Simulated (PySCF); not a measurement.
# Al₂Se: a ladder of methods

Aim: at the PBE0 minimum of singlet Al₂Se, found before, compare methods on energies and levels.

Program: PySCF 2.14.0. Level of theory: several methods, basis Se def2-TZVP, Al def2-TZVP, no relativity, density fitting. These are calculated values, not measurements.

## Step 1: Starting geometry

3 atoms, charge 0, spin multiplicity 1.

Bond lengths: Se1–Al2 2.372 Å, Se1–Al3 2.372 Å. Angles: Al2–Se1–Al3 114.5°.

Coordinates in bohr (charge 0 multiplicity 1):
```
Se   -0.0334   -0.9768    0.0000
Al    0.0494    1.4466    3.7698
Al    0.0494    1.4466   -3.7698
```

## Step 2: PBE0

One driver script runs all steps and calls PySCF; scf.py shows the equivalent input of each level. Each SCF starts from the density of the minimum. The driver also runs the species with one electron less or more at the same geometry (one less: multiplicity 2, one more: multiplicity 2); their logs are not shown.

scf.py

```python
from pyscf import gto, scf, dft
mol = gto.M(atom='''
Se    -0.017650    -0.516920    -0.000000
Al     0.026139     0.765532     1.994904
Al     0.026139     0.765532    -1.994904''',
    basis={'Se': 'def2-TZVP', 'Al': 'def2-TZVP'},
    charge=0, spin=0)
mf = dft.RKS(mol, xc='PBE0')
mf.grids.atom_grid = (75, 302)
aux = {'Se': 'def2-universal-JKFIT', 'Al': 'def2-universal-JKFIT'}
mf = mf.density_fit(auxbasis=aux)
mf.kernel()
```

The log of the run:

```text
init E= -2885.9632339622
  HOMO = -0.223895335498897  LUMO = -0.0729180424389545  gap/eV = 4.10830
cycle= 1 E= -2885.9632339622  delta_E= 4.09e-12  |g|= 4.94e-06  |ddm|= 7.86e-06
  HOMO = -0.223895643226744  LUMO = -0.0729181601591781  gap/eV = 4.10831
Extra cycle  E= -2885.96323396219  delta_E= 4.55e-12  |g|= 7.7e-06  |ddm|= 1.17e-05
converged SCF energy = -2885.96323396219
```

This level, with the species of one electron less or more, needed 7.7 s of wall time on 2 threads, shared host.

| Property | Result |
| --- | --- |
| energy | -2885.963234 Eh |
| one electron less (charge +1) | -2885.677000 Eh (doublet, ⟨S²⟩ 0.78) |
| one electron more (charge -1) | -2885.983974 Eh (doublet, ⟨S²⟩ 0.76) |
| Mulliken charge of Se1 | -0.38 e |

## Step 3: HF

Changes to scf.py since step 2:

```diff
@@ -8,2 +8 @@
-mf = dft.RKS(mol, xc='PBE0')
-mf.grids.atom_grid = (75, 302)
+mf = scf.RHF(mol)
```

The log of the run, shortened:

```text
[... the frontier levels of the middle cycles are left out ...]
init E= -2883.73235080086
  HOMO = -0.279680593456892  LUMO = 0.0282941638062009  gap/eV = 8.38042
cycle= 1 E= -2883.75151924592  delta_E= -0.0192  |g|= 0.0912  |ddm|= 0.277
  HOMO = -0.287456447724743  LUMO = 0.0227052982429025  gap/eV = 8.43993
cycle= 2 E= -2883.75275980127  delta_E= -0.00124  |g|= 0.042  |ddm|= 0.0987
  HOMO = -0.289227326810527  LUMO = 0.0223022129315171  gap/eV = 8.47715
cycle= 3 E= -2883.75300661996  delta_E= -0.000247  |g|= 0.00938  |ddm|= 0.0279
cycle= 4 E= -2883.75307865967  delta_E= -7.2e-05  |g|= 0.00253  |ddm|= 0.0251
cycle= 5 E= -2883.75308870901  delta_E= -1e-05  |g|= 0.000924  |ddm|= 0.00921
cycle= 6 E= -2883.75308976197  delta_E= -1.05e-06  |g|= 0.000284  |ddm|= 0.00281
cycle= 7 E= -2883.75308988322  delta_E= -1.21e-07  |g|= 3.66e-05  |ddm|= 0.00107
cycle= 8 E= -2883.75308988475  delta_E= -1.53e-09  |g|= 1.25e-05  |ddm|= 0.000108
  HOMO = -0.290148127469017  LUMO = 0.0218392187222038  gap/eV = 8.48961
Extra cycle  E= -2883.75308988489  delta_E= -1.43e-10  |g|= 6.06e-06  |ddm|= 2.17e-05
converged SCF energy = -2883.75308988489
```

This level, with the species of one electron less or more, took 5.9 s.

| Property | Result |
| --- | --- |
| energy | -2883.753090 Eh |
| one electron less (charge +1) | -2883.487796 Eh (doublet, ⟨S²⟩ 0.92) |
| one electron more (charge -1) | -2883.743986 Eh (doublet, ⟨S²⟩ 0.80) |
| Mulliken charge of Se1 | -0.52 e |

## Step 4: PBE

Changes to scf.py since step 3:

```diff
@@ -8 +8,2 @@
-mf = scf.RHF(mol)
+mf = dft.RKS(mol, xc='PBE')
+mf.grids.atom_grid = (75, 302)
```

The log of the run, shortened:

```text
[... the frontier levels of the middle cycles are left out ...]
init E= -2885.84427513572
  HOMO = -0.192866885853441  LUMO = -0.0982144344320497  gap/eV = 2.57562
cycle= 1 E= -2885.84643973315  delta_E= -0.00216  |g|= 0.0832  |ddm|= 0.161
  HOMO = -0.194625770045519  LUMO = -0.097850108486199  gap/eV = 2.63340
cycle= 2 E= -2885.84368049192  delta_E= 0.00276  |g|= 0.132  |ddm|= 0.151
  HOMO = -0.192389853481531  LUMO = -0.0971506074930778  gap/eV = 2.59159
cycle= 3 E= -2885.84703693288  delta_E= -0.00336  |g|= 0.0248  |ddm|= 0.133
cycle= 4 E= -2885.8472979927  delta_E= -0.000261  |g|= 0.00214  |ddm|= 0.0328
cycle= 5 E= -2885.84730021356  delta_E= -2.22e-06  |g|= 0.000621  |ddm|= 0.00355
cycle= 6 E= -2885.84730038017  delta_E= -1.67e-07  |g|= 0.000188  |ddm|= 0.00118
cycle= 7 E= -2885.84730039438  delta_E= -1.42e-08  |g|= 1.7e-05  |ddm|= 0.000247
cycle= 8 E= -2885.84730039447  delta_E= -9.28e-11  |g|= 3.67e-06  |ddm|= 2.96e-05
  HOMO = -0.192969426862136  LUMO = -0.0975177488742251  gap/eV = 2.59737
Extra cycle  E= -2885.84730039448  delta_E= -1.36e-11  |g|= 5.48e-06  |ddm|= 1.63e-05
converged SCF energy = -2885.84730039448
```

This level, with the species of one electron less or more, took 24 s.

```
energy                        : -2885.847300 Eh
one electron less (charge +1) : -2885.565875 Eh (doublet, ⟨S²⟩ 0.76)
one electron more (charge -1) : -2885.869616 Eh (doublet, ⟨S²⟩ 0.76)
Mulliken charge of Se1        : -0.31 e
```

## Step 5: All levels side by side

| level | atomisation energy (kJ/mol) | vertical ionisation energy (eV) | vertical electron affinity (eV) | −ε(HOMO) (eV) | gap (eV) | dipole (D) | wall time |
| --- | --- | --- | --- | --- | --- | --- | --- |
| PBE0 | 683 | 7.79 | 0.56 | 6.09 | 4.11 | 1.13 | 7.7 s |
| HF | 465 | 7.22 | -0.25 | 7.90 | 8.49 | 1.14 | 5.9 s |
| PBE | 701 | 7.66 | 0.61 | 5.25 | 2.60 | 1.05 | 24 s |

Times are for 2 threads, shared host; PBE0 starts from its own converged density, so its time is not comparable. A dash stands where a species or a free atom was not run at that level, or the quantity is not defined.

Atomisation goes to high-spin atoms in their ground configurations, run at the same level, without zero-point energy.

## Step 6: Outcome

| quantity | value |
| --- | --- |
| atomisation energy, range | 465 (HF) to 701 (PBE) kJ/mol |
| vertical ionisation energy, range | 7.22 (HF) to 7.79 (PBE0) eV |
| vertical electron affinity, range | -0.25 (HF) to 0.61 (PBE) eV |
| orbital gap, range | 2.60 (PBE) to 8.49 (HF) eV |

What this shows: The atomisation energy spreads over 236 kJ/mol, from HF to PBE; without a CCSD(T) value for it there is no yardstick here. Without diffuse functions electron affinities tend to come out too low.
